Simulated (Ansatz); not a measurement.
Crystal: BiTe.

```
CELL_PARAMETERS angstrom
2.42271 1.39875 3.31729
-2.42271 1.39875 3.31729
0.00000 -2.79750 3.31729
ATOMIC_POSITIONS crystal
Bi 0.50000 0.50000 0.50000
Te 0.00000 0.00000 0.00000
```

The cell comes from a database or a generator and needn't be the stable form of this composition.

Base run:

```yaml
Program: Ansatz 0.2.0
Functional: PBE
Potentials_or_basis: Ansatz PAW
Cutoff: "420 eV (not typed: the program's choice for these potentials)"
k_mesh: 7 × 7 × 7
Occupations: fermi-dirac, width 0.05 eV
Spin: no spin polarisation
```

Its results: band gap on the k mesh none (metal or under the smearing width); pressure 0.2 GPa.

Question: The run is repeated on the same cell with these changes: k mesh from 7 × 7 × 7 to 5 × 5 × 5; spin from no spin polarisation to spin-orbit coupling, no magnetisation; potential files from those of the base run to others of the same set. What comes out?

Answer: Band gap on the k mesh none (metal or under the smearing width); pressure 1.3 GPa.

Several settings changed at once, so the effect can't be laid on one alone.

Caveats: spin-orbit coupling is left out, which moves the levels of the heavy elements (some runs).
